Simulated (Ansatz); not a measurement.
# AlF₂HO: basis-set convergence

The task here is to estimate one member of a computed series from the others.

The runs use Ansatz 0.2.0, Gaussian basis; one geometry, several basis sets.

Plan: PBE0-D4/def2-SVP; ωB97M-V/def2-SVP; PBE0-D4/def2-QZVPP; ωB97M-V/def2-QZVPP; CCSD(T)/cc-pV(D+d)Z; CCSD(T)/cc-pV(T+d)Z; CCSD(T)/cc-pV(Q+d)Z; the functionals' def2-TZVPP values are taken from earlier runs.

## The geometry

An earlier PBE0-D4 in a triple-zeta def2 set relaxation fixed the geometry.

SMILES `[OH][Al]([F])[F]`, 5 atoms, charge 0, spin multiplicity 1.

Atoms are counted from 1 here; the program's logs count them from 0.

Bond lengths: O1–Al2 1.674 Å, O1–H5 0.955 Å, Al2–F3 1.633 Å, Al2–F4 1.638 Å. Angles: Al2–O1–H5 123.7°, O1–Al2–F3 119.0°, O1–Al2–F4 122.4°, F3–Al2–F4 118.6°.

The first run:

in.yaml

```yaml
crystal:
  periodic: [false, false, false]
  atoms:
    - {symbol: O, position_ang: [0.004546, 1.227001, 0.002435]}
    - {symbol: Al, position_ang: [0.185689, -0.435246, 0.092061]}
    - {symbol: F, position_ang: [1.487426, -1.050604, 0.862617]}
    - {symbol: F, position_ang: [-0.897938, -1.471808, -0.566696]}
    - {symbol: H, position_ang: [-0.729923, 1.657057, -0.431816]}
basis:
  gaussian: {orbitals: def2-SVP}
hamiltonian: {xc: pbe0, dispersion: d4}
output: {orbitals: {seedname: orbitals}}
```

Started as:

```sh
$ ansatz run in.yaml --threads 2 --pin off --events-out ev --progress --plain --max-ram 22528MiB --backend cpu
```

Steps of the session up to this table: PBE0-D4 in def2-SVP; ωB97M-V in def2-SVP; PBE0-D4 in def2-QZVPP; ωB97M-V in def2-QZVPP.

One of the session's tables, all rows but one given; the rest of the session is left out.

| functional | basis | HOMO (eV) |
| --- | --- | --- |
| PBE0-D4 | def2-SVP | -9.64 |
| PBE0-D4 | def2-TZVPP | ? |
| PBE0-D4 | def2-QZVPP | -10.00 |
| ωB97M-V | def2-SVP | -12.11 |
| ωB97M-V | def2-TZVPP | -12.45 |
| ωB97M-V | def2-QZVPP | -12.52 |

Q: Estimate the row for PBE0-D4, def2-TZVPP from the others.

**Answer.** HOMO (eV): -9.95. In the column «HOMO (eV)» it lies between PBE0-D4, def2-QZVPP (-10.00) and PBE0-D4, def2-SVP (-9.64).
